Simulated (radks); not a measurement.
**Fractional charge and spin in the 4d shell of tin**

Aim: the energy as the spin-up occupation of 4d runs from 4 to 5 and the spin-down one from 4 to 5, against the two flat planes that join the four corners. Added charge counts from the emptiest corner (up 4, down 4).

Method: scalar-relativistic Kohn-Sham, PBE, spin-polarised, spherical densities, finite nucleus. Code: radks (a radial shooting solver on a logarithmic mesh, Libxc functionals) version 1.

## 1. The system

| Quantity | Value |
| --- | --- |
| element | tin (Z = 50) |
| configuration | [Kr] 5s2 4d(up 5, down 5) |
| nuclear rms radius | 4.6519 fm |

In the logs a row gives level, spin channel, occupation and eigenvalue; Etot, Ekin, Encl (electron-nucleus), Eh (Hartree) and Exc are energies, all in hartree; err is the last residual, it the number of iterations.

A shell typed twice in an input gives spin up, then spin down.

## 2. 4d: up 5, down 5

Input:

```text
Z 50
configuration [Kr] 5s2 4d5 4d5
relativity scalar-relativistic
functional pbe,pbe
spin polarised
nucleus finite rms 4.6519 fm
c 137.035999084
```

Output:

```text
1s      1   1.0000       -1066.83604308
2s      1   1.0000        -161.60293246
2p      1   3.0000        -145.14225011
3s      1   1.0000         -31.70435658
3p      1   3.0000         -26.32445040
3d      1   5.0000         -18.04150713
4s      1   1.0000          -5.56305318
4p      1   3.0000          -3.93783689
5s      1   1.0000          -0.95881565
4d      1   5.0000          -1.58791187
1s      2   1.0000       -1066.83604308
2s      2   1.0000        -161.60293246
2p      2   3.0000        -145.14225011
3s      2   1.0000         -31.70435658
3p      2   3.0000         -26.32445040
3d      2   5.0000         -18.04150713
4s      2   1.0000          -5.56305318
4p      2   3.0000          -3.93783689
5s      2   1.0000          -0.95881565
4d      2   5.0000          -1.58791187
Etot -6176.275748426457
Ekin 6448.223827655207
Encl -14904.511883903531
Eh 2444.333625183139
Exc -164.3213173612711
err 3.0659258133811034e-09
it 14
```

The top filled level is 5s, -26.091 eV.

Radial moments (bohr):

```csv
level,occupation,energy (eV),<r>,outermost maximum (interpolated),90 % within,nodes
2p,6,-3949.5,0.1096,0.0849,0.178,0
3s,2,-862.72,0.3394,0.308,0.499,2
3p,6,-716.32,0.3377,0.301,0.507,1
3d,10,-490.93,0.3146,0.251,0.496,0
4s,2,-151.38,0.8186,0.746,1.18,3
4p,6,-107.15,0.8856,0.788,1.30,2
4d,10,-43.209,1.091,0.886,1.69,1
5s,2,-26.091,2.216,1.94,3.22,4
```

The radial density on a logarithmic grid:

```csv
r (bohr),4πr²ρ (e/bohr)
0.00116,2.036
0.00176,4.160
0.00269,8.345
0.00411,15.94
0.00628,28.25
0.00952,44.40
0.0145,59.71
0.0222,64.21
0.0340,57.15
0.0515,60.37
0.0787,80.32
0.120,72.39
0.184,57.45
0.278,67.37
0.425,33.30
0.650,21.66
0.993,19.22
1.52,6.170
2.30,1.615
3.52,0.2326
```

## 3. 4d: up 5, down 4.75

Input:

```text
Z 50
configuration [Kr] 5s2 4d5 4d4.75
relativity scalar-relativistic
functional pbe,pbe
spin polarised
nucleus finite rms 4.6519 fm
c 137.035999084
```

Output:

```text
1s      1   1.0000       -1067.00931456
2s      1   1.0000        -161.77982893
2p      1   3.0000        -145.31878059
3s      1   1.0000         -31.87790018
3p      1   3.0000         -26.49809257
3d      1   5.0000         -18.21601255
4s      1   1.0000          -5.73090838
4p      1   3.0000          -4.10306649
5s      1   1.0000          -1.06634827
4d      1   5.0000          -1.74413518
1s      2   1.0000       -1067.00929842
2s      2   1.0000        -161.77742581
2p      2   3.0000        -145.31694019
3s      2   1.0000         -31.87674638
3p      2   3.0000         -26.49676538
3d      2   5.0000         -18.21391418
4s      2   1.0000          -5.72274469
4p      2   3.0000          -4.09485862
5s      2   1.0000          -1.06390597
4d      2   4.7500          -1.73649087
Etot -6175.860349304557
Ekin 6447.831188391767
Encl -14895.943016233312
Eh 2436.3952279854975
Exc -164.14374944850937
err 2.2413976874745096e-09
it 15
```

Energy against step 2 (4d: up 5, down 5): +11.304 eV. The top filled level is 5s down, -28.950 eV.

## 4. 4d: up 5, down 4.5

Input:

```text
Z 50
configuration [Kr] 5s2 4d5 4d4.5
relativity scalar-relativistic
functional pbe,pbe
spin polarised
nucleus finite rms 4.6519 fm
c 137.035999084
```

Output:

```text
1s      1   1.0000       -1067.18687851
2s      1   1.0000        -161.96110805
2p      1   3.0000        -145.49969189
3s      1   1.0000         -32.05553182
3p      1   3.0000         -26.67582621
3d      1   5.0000         -18.39465786
4s      1   1.0000          -5.90217347
4p      1   3.0000          -4.27159416
5s      1   1.0000          -1.17637017
4d      1   5.0000          -1.90358306
1s      2   1.0000       -1067.18684590
2s      2   1.0000        -161.95623497
2p      2   3.0000        -145.49595989
3s      2   1.0000         -32.05319251
3p      2   3.0000         -26.67313516
3d      2   5.0000         -18.39040316
4s      2   1.0000          -5.88561675
4p      2   3.0000          -4.25495112
5s      2   1.0000          -1.17133455
4d      2   4.5000          -1.88804700
Etot -6175.407439668406
Ekin 6447.4015640050275
Encl -14887.161903829938
Eh 2428.3152415621435
Exc -163.96234140563962
err 3.3020213013262598e-09
it 14
```

Energy against step 2 (4d: up 5, down 5): +23.628 eV. The top filled level is 5s down, -31.874 eV.

## 5. 4d: up 5, down 4.25

Input:

```text
Z 50
configuration [Kr] 5s2 4d5 4d4.25
relativity scalar-relativistic
functional pbe,pbe
spin polarised
nucleus finite rms 4.6519 fm
c 137.035999084
```

Output:

```text
1s      1   1.0000       -1067.36861216
2s      1   1.0000        -162.14664536
2p      1   3.0000        -145.68485997
3s      1   1.0000         -32.23711800
3p      1   3.0000         -26.85751791
3d      1   5.0000         -18.57731077
4s      1   1.0000          -6.07670252
4p      1   3.0000          -4.44327770
5s      1   1.0000          -1.28877623
4d      1   5.0000          -2.06612572
1s      2   1.0000       -1067.36856277
2s      2   1.0000        -162.13923407
2p      2   3.0000        -145.67918409
3s      2   1.0000         -32.23356078
3p      2   3.0000         -26.85342548
3d      2   5.0000         -18.57084051
4s      2   1.0000          -6.05151432
4p      2   3.0000          -4.41796271
5s      2   1.0000          -1.28100026
4d      2   4.2500          -2.04244259
Etot -6174.916293010747
Ekin 6446.934215776916
Encl -14878.174694878186
Eh 2420.1015118110763
Exc -163.77732572055285
err 2.7931755624118727e-09
it 15
```

E − E(step 2, 4d: up 5, down 5) = +36.993 eV. 5s down is the highest filled level (-34.858 eV).

## 6. 4d: up 5, down 4

Input:

```text
Z 50
configuration [Kr] 5s2 4d5 4d4
relativity scalar-relativistic
functional pbe,pbe
spin polarised
nucleus finite rms 4.6519 fm
c 137.035999084
```

Output:

```text
1s      1   1.0000       -1067.55440693
2s      1   1.0000        -162.33633046
2p      1   3.0000        -145.87417487
3s      1   1.0000         -32.42253976
3p      1   3.0000         -27.04304878
3d      1   5.0000         -18.76385348
4s      1   1.0000          -6.25436538
4p      1   3.0000          -4.61799071
5s      1   1.0000          -1.40347392
4d      1   5.0000          -2.23164814
1s      2   1.0000       -1067.55434048
2s      2   1.0000        -162.32631143
2p      2   3.0000        -145.86650186
3s      2   1.0000         -32.41773153
3p      2   3.0000         -27.03751666
3d      2   5.0000         -18.75510722
4s      2   1.0000          -6.22029769
4p      2   3.0000          -4.58375712
5s      2   1.0000          -1.39281364
4d      2   4.0000          -2.19955419
Etot -6174.386215396255
Ekin 6446.428438690445
Encl -14868.986824246515
Eh 2411.761092631057
Exc -163.58892247124246
err 3.351725795508118e-09
it 15
```

E − E(step 2, 4d: up 5, down 5) = +51.417 eV. The top filled level is 5s down, -37.900 eV.

## 7. 4d: up 4.75, down 4.75

Input:

```text
Z 50
configuration [Kr] 5s2 4d4.75 4d4.75
relativity scalar-relativistic
functional pbe,pbe
spin polarised
nucleus finite rms 4.6519 fm
c 137.035999084
```

Output:

```text
1s      1   1.0000       -1067.18699243
2s      1   1.0000        -161.95880272
2p      1   3.0000        -145.49795725
3s      1   1.0000         -32.05447629
3p      1   3.0000         -26.67459530
3d      1   5.0000         -18.39264823
4s      1   1.0000          -5.89403346
4p      1   3.0000          -4.26341018
5s      1   1.0000          -1.17388592
4d      1   4.7500          -1.89593900
1s      2   1.0000       -1067.18699243
2s      2   1.0000        -161.95880272
2p      2   3.0000        -145.49795725
3s      2   1.0000         -32.05447629
3p      2   3.0000         -26.67459530
3d      2   5.0000         -18.39264823
4s      2   1.0000          -5.89403346
4p      2   3.0000          -4.26341018
5s      2   1.0000          -1.17388592
4d      2   4.7500          -1.89593900
Etot -6175.405498334999
Ekin 6447.399447668973
Encl -14887.1554776816
Eh 2428.3107210755425
Exc -163.96018939791546
err 2.7315406589627224e-09
it 14
```

E − E(step 2, 4d: up 5, down 5) = +23.681 eV. Highest occupied level: 5s at -31.943 eV.

## 8. 4d: up 4.75, down 4.5

Input:

```text
Z 50
configuration [Kr] 5s2 4d4.75 4d4.5
relativity scalar-relativistic
functional pbe,pbe
spin polarised
nucleus finite rms 4.6519 fm
c 137.035999084
```

Output:

```text
1s      1   1.0000       -1067.36885678
2s      1   1.0000        -162.14443782
2p      1   3.0000        -145.68323122
3s      1   1.0000         -32.23616036
3p      1   3.0000         -26.85638287
3d      1   5.0000         -18.57538947
4s      1   1.0000          -6.06858519
4p      1   3.0000          -4.43511662
5s      1   1.0000          -1.28625391
4d      1   4.7500          -2.05848236
1s      2   1.0000       -1067.36884030
2s      2   1.0000        -162.14196727
2p      2   3.0000        -145.68133916
3s      2   1.0000         -32.23497459
3p      2   3.0000         -26.85501869
3d      2   5.0000         -18.57323265
4s      2   1.0000          -6.06019085
4p      2   3.0000          -4.42668029
5s      2   1.0000          -1.28366263
4d      2   4.5000          -2.05059013
Etot -6174.912347468068
Ekin 6446.929915321571
Encl -14878.16180712034
Eh 2420.0925054082577
Exc -163.7729610775575
err 2.024937623667042e-09
it 15
```

Energy against step 2 (4d: up 5, down 5): +37.100 eV. Highest occupied level: 5s down at -34.930 eV.

## 9. 4d: up 4.75, down 4.25

Input:

```text
Z 50
configuration [Kr] 5s2 4d4.75 4d4.25
relativity scalar-relativistic
functional pbe,pbe
spin polarised
nucleus finite rms 4.6519 fm
c 137.035999084
```

Output:

```text
1s      1   1.0000       -1067.55478293
2s      1   1.0000        -162.33422075
2p      1   3.0000        -145.87265215
3s      1   1.0000         -32.42167963
3p      1   3.0000         -27.04200924
3d      1   5.0000         -18.76202011
4s      1   1.0000          -6.24626974
4p      1   3.0000          -4.60985160
5s      1   1.0000          -1.40091706
4d      1   4.7500          -2.22400589
1s      2   1.0000       -1067.55474964
2s      2   1.0000        -162.32921089
2p      2   3.0000        -145.86881536
3s      2   1.0000         -32.41927544
3p      2   3.0000         -27.03924308
3d      2   5.0000         -18.75764679
4s      2   1.0000          -6.22924141
4p      2   3.0000          -4.59274113
5s      2   1.0000          -1.39558914
4d      2   4.2500          -2.20796568
Etot -6174.380200738273
Ekin 6446.421884073578
Encl -14868.96743815994
Eh 2411.747635551539
Exc -163.58228220345015
err 2.3754079616962924e-09
it 15
```

Energy against step 2 (4d: up 5, down 5): +51.580 eV. 5s down is the highest filled level (-37.976 eV).

## 10. 4d: up 4.75, down 4

Input:

```text
Z 50
configuration [Kr] 5s2 4d4.75 4d4
relativity scalar-relativistic
functional pbe,pbe
spin polarised
nucleus finite rms 4.6519 fm
c 137.035999084
```

Output:

```text
1s      1   1.0000       -1067.74467412
2s      1   1.0000        -162.52805290
2p      1   3.0000        -146.06612189
3s      1   1.0000         -32.61092735
3p      1   3.0000         -27.23136773
3d      1   5.0000         -18.95243448
4s      1   1.0000          -6.42697023
4p      1   3.0000          -4.78750204
5s      1   1.0000          -1.51779297
4d      1   4.7500          -2.39240686
1s      2   1.0000       -1067.74462374
2s      2   1.0000        -162.52043373
2p      2   3.0000        -146.06028674
3s      2   1.0000         -32.60727142
3p      2   3.0000         -27.22716101
3d      2   5.0000         -18.94578382
4s      2   1.0000          -6.40105882
4p      2   3.0000          -4.76146984
5s      2   1.0000          -1.50958579
4d      2   4.0000          -2.36795453
Etot -6173.808391367052
Ekin 6445.874676780514
Encl -14859.577209160296
Eh 2403.282501118349
Exc -163.38836010561775
err 2.841120193860233e-09
it 15
```

Energy against step 2 (4d: up 5, down 5): +67.140 eV. Highest occupied level: 5s down at -41.078 eV.

## 11. 4d: up 4.5, down 4.5

Input:

```text
Z 50
configuration [Kr] 5s2 4d4.5 4d4.5
relativity scalar-relativistic
functional pbe,pbe
spin polarised
nucleus finite rms 4.6519 fm
c 137.035999084
```

Output:

```text
1s      1   1.0000       -1067.55489711
2s      1   1.0000        -162.33184741
2p      1   3.0000        -145.87086552
3s      1   1.0000         -32.42059146
3p      1   3.0000         -27.04074061
3d      1   5.0000         -18.75995112
4s      1   1.0000          -6.23789682
4p      1   3.0000          -4.60143707
5s      1   1.0000          -1.39828951
4d      1   4.5000          -2.21611387
1s      2   1.0000       -1067.55489711
2s      2   1.0000        -162.33184741
2p      2   3.0000        -145.87086552
3s      2   1.0000         -32.42059146
3p      2   3.0000         -27.04074061
3d      2   5.0000         -18.75995112
4s      2   1.0000          -6.23789682
4p      2   3.0000          -4.60143707
5s      2   1.0000          -1.39828951
4d      2   4.5000          -2.21611387
Etot -6174.37819641599
Ekin 6446.419699807183
Encl -14868.960978114077
Eh 2411.743151245556
Exc -163.5800693546522
err 1.8744171874019774e-09
it 15
```

E − E(step 2, 4d: up 5, down 5) = +51.635 eV. 5s is the highest filled level (-38.049 eV).

## 12. 4d: up 4.5, down 4.25

Input:

```text
Z 50
configuration [Kr] 5s2 4d4.5 4d4.25
relativity scalar-relativistic
functional pbe,pbe
spin polarised
nucleus finite rms 4.6519 fm
c 137.035999084
```

Output:

```text
1s      1   1.0000       -1067.74491962
2s      1   1.0000        -162.52577683
2p      1   3.0000        -146.06444084
3s      1   1.0000         -32.60993640
3p      1   3.0000         -27.23019425
3d      1   5.0000         -18.95045293
4s      1   1.0000          -6.41861782
4p      1   3.0000          -4.77910845
5s      1   1.0000          -1.51513244
4d      1   4.5000          -2.38451547
1s      2   1.0000       -1067.74490281
2s      2   1.0000        -162.52323699
2p      2   3.0000        -146.06249570
3s      2   1.0000         -32.60871774
3p      2   3.0000         -27.22879199
3d      2   5.0000         -18.94823598
4s      2   1.0000          -6.40998264
4p      2   3.0000          -4.77043328
5s      2   1.0000          -1.51239747
4d      2   4.2500          -2.37636706
Etot -6173.804317715088
Ekin 6445.870238073516
Encl -14859.564253057599
Eh 2403.273568493432
Exc -163.38387122443697
err 2.001309457733571e-09
it 15
```

Energy against step 2 (4d: up 5, down 5): +67.251 eV. 5s down is the highest filled level (-41.154 eV).

## 13. 4d: up 4.5, down 4

Input:

```text
Z 50
configuration [Kr] 5s2 4d4.5 4d4
relativity scalar-relativistic
functional pbe,pbe
spin polarised
nucleus finite rms 4.6519 fm
c 137.035999084
```

Output:

```text
1s      1   1.0000       -1067.93882113
2s      1   1.0000        -162.72366695
2p      1   3.0000        -146.26197695
3s      1   1.0000         -32.80291303
3p      1   3.0000         -27.42328332
3d      1   5.0000         -19.14464274
4s      1   1.0000          -6.60224831
4p      1   3.0000          -4.95959268
5s      1   1.0000          -1.63411754
4d      1   4.5000          -2.55570260
1s      2   1.0000       -1067.93878721
2s      2   1.0000        -162.71851678
2p      2   3.0000        -146.25803267
3s      2   1.0000         -32.80044216
3p      2   3.0000         -27.42043994
3d      2   5.0000         -19.14014759
4s      2   1.0000          -6.58472774
4p      2   3.0000          -4.94199378
5s      2   1.0000          -1.62850637
4d      2   4.0000          -2.53914125
Etot -6173.190068916596
Ekin 6445.280877991747
Encl -14849.97596580055
Eh 2394.6895818188214
Exc -163.18456292661435
err 2.3727157714534887e-09
it 15
```

Energy against step 2 (4d: up 5, down 5): +83.966 eV. The top filled level is 5s down, -44.314 eV.

## 14. 4d: up 4.25, down 4.25

Input:

```text
Z 50
configuration [Kr] 5s2 4d4.25 4d4.25
relativity scalar-relativistic
functional pbe,pbe
spin polarised
nucleus finite rms 4.6519 fm
c 137.035999084
```

Output:

```text
1s      1   1.0000       -1067.93893561
2s      1   1.0000        -162.72122385
2p      1   3.0000        -146.26013698
3s      1   1.0000         -32.80179134
3p      1   3.0000         -27.42197592
3d      1   5.0000         -19.14251279
4s      1   1.0000          -6.59363250
4p      1   3.0000          -4.95093745
5s      1   1.0000          -1.63135107
4d      1   4.2500          -2.54755439
1s      2   1.0000       -1067.93893561
2s      2   1.0000        -162.72122385
2p      2   3.0000        -146.26013698
3s      2   1.0000         -32.80179134
3p      2   3.0000         -27.42197592
3d      2   5.0000         -19.14251279
4s      2   1.0000          -6.59363250
4p      2   3.0000          -4.95093745
5s      2   1.0000          -1.63135107
4d      2   4.2500          -2.54755439
Etot -6173.18799948433
Ekin 6445.278623419204
Encl -14849.96947055565
Eh 2394.6851343517064
Exc -163.18228669959115
err 1.85179928473038e-09
it 15
```

Energy against step 2 (4d: up 5, down 5): +84.022 eV. 5s is the highest filled level (-44.391 eV).

## 15. 4d: up 4.25, down 4

Input:

```text
Z 50
configuration [Kr] 5s2 4d4.25 4d4
relativity scalar-relativistic
functional pbe,pbe
spin polarised
nucleus finite rms 4.6519 fm
c 137.035999084
```

Output:

```text
1s      1   1.0000       -1068.13676994
2s      1   1.0000        -162.92309148
2p      1   3.0000        -146.46165963
3s      1   1.0000         -32.99840875
3p      1   3.0000         -27.61870747
3d      1   5.0000         -19.34039071
4s      1   1.0000          -6.78009521
4p      1   3.0000          -5.13416164
5s      1   1.0000          -1.75238326
4d      1   4.2500          -2.72144422
1s      2   1.0000       -1068.13675282
2s      2   1.0000        -162.92048065
2p      2   3.0000        -146.45966012
3s      2   1.0000         -32.99715632
3p      2   3.0000         -27.61726609
3d      2   5.0000         -19.33811209
4s      2   1.0000          -6.77120870
4p      2   3.0000          -5.12523696
5s      2   1.0000          -1.74950846
4d      2   4.0000          -2.71303088
Etot -6172.530625530488
Ekin 6444.646410593956
Encl -14840.186993496663
Eh 2385.9876725191093
Exc -162.97771514689006
err 2.050444542592044e-09
it 15
```

E − E(step 2, 4d: up 5, down 5) = +101.910 eV. The top filled level is 5s down, -47.607 eV.

## 16. 4d: up 4, down 4

Input:

```text
Z 50
configuration [Kr] 5s2 4d4 4d4
relativity scalar-relativistic
functional pbe,pbe
spin polarised
nucleus finite rms 4.6519 fm
c 137.035999084
```

Output:

```text
1s      1   1.0000       -1068.33844985
2s      1   1.0000        -163.12625275
2p      1   3.0000        -146.66509689
3s      1   1.0000         -33.19733411
3p      1   3.0000         -27.81755974
3d      1   5.0000         -19.53959851
4s      1   1.0000          -6.96041438
4p      1   3.0000          -5.31111580
5s      1   1.0000          -1.87253159
4d      1   4.0000          -2.88954765
1s      2   1.0000       -1068.33844985
2s      2   1.0000        -163.12625275
2p      2   3.0000        -146.66509689
3s      2   1.0000         -33.19733411
3p      2   3.0000         -27.81755974
3d      2   5.0000         -19.53959851
4s      2   1.0000          -6.96041438
4p      2   3.0000          -5.31111580
5s      2   1.0000          -1.87253159
4d      2   4.0000          -2.88954765
Etot -6171.8294605646515
Ekin 6443.9706655959035
Encl -14830.213823612232
Eh 2377.1816921584177
Exc -162.7679947067406
err 1.873953789769645e-09
it 15
```

E − E(step 2, 4d: up 5, down 5) = +120.990 eV. 5s is the highest filled level (-50.954 eV).

## 17. What came out

```csv
down \ up,4,4.25,4.5,4.75,5
4,0.000,-1.686,-2.238,-1.670,0.000
4.25,-1.686,-2.181,-1.559,0.164,-1.570
4.5,-2.238,-1.559,0.218,-1.463,-2.081
4.75,-1.670,0.164,-1.463,-2.028,-1.551
5,0.000,-1.570,-2.081,-1.551,0.000
```

**Reading.** The table gives the energy in eV minus the planes, whose edge runs along up + down = one added electron; mirror points follow by spin symmetry. With half an added electron in each spin it lies 0.22 eV above the planes. With half an electron added in spin up alone it lies 2.24 eV below them. The planes are only a guide here: the condition holds for ground states with one frontier orbital, and this shell is degenerate.
